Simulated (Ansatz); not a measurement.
NaLaMnMoO6:

```xyz
10
Lattice="5.1093 -0.0067 0.0106 -0.2394 5.6893 0.0070 -0.9290 -2.8254 5.1188" Properties=species:S:1:pos:R:3 pbc="T T T"
Na    1.9223    1.9516    0.3919
La   -0.6075    1.8350    3.5165
Mn    1.8742   -0.9083    2.0852
Mo    4.0976    4.6175    1.5746
O     2.6717    1.1441    5.1017
O     2.9598    3.6581    2.8448
O     3.1703    0.4987    1.9182
O     0.4613    3.2483    1.8839
O     0.7994   -0.1395    0.5996
O     0.3708   -0.2245    3.2390
```

The cell was built by a generator and needn't be a form met in nature.

Base run:

- Program: Ansatz 0.2.0
- Functional: revPBE
- Potentials or basis: all-electron LAPW, scalar-relativistic
- Cutoff: 461 eV (chosen from the basis error)
- Basis error allowed: 0.002 eV/atom
- k mesh: 4 × 4 × 4
- Occupations: fermi-dirac, width 0.05 eV
- Spin: collinear spin, ferromagnetic start
- Starting moments: [0.0, 0.0, 4.0, 1.0, 0.0, 0.0, 0.0, 0.0, 0.0, 0.0] μB

Its results: band gap on the k mesh 0.88 eV, indirect (least direct gap 1.14 eV); pressure 2.5 GPa; net moment 3.00 μB per cell; site moments Na +0.00; La +0.01; Mn +2.94; Mo -0.24; O +0.02, +0.00, -0.00, +0.01, +0.07 μB; largest force 0.140 eV/Å.

Task: The run is repeated on the same cell with these changes: functional from revPBE to PBE. What comes out?

Result: Band gap on the k mesh 0.87 eV, indirect (least direct gap 1.13 eV); pressure 0.0 GPa; net moment 3.00 μB per cell; site moments Na +0.00; La +0.01; Mn +2.91; Mo -0.22; O +0.02, +0.00, +0.01, +0.07 μB; largest force 0.011 eV/Å.

PBE binds more tightly than revPBE, so the same cell stands under less pressure.

Caveats: spin-orbit coupling is left out, which moves the levels of the heavy elements; a cell with one magnetic atom can't hold antiferromagnetic order, which such compounds often take; the starting moments weren't kept.

A k mesh can miss the band edges.
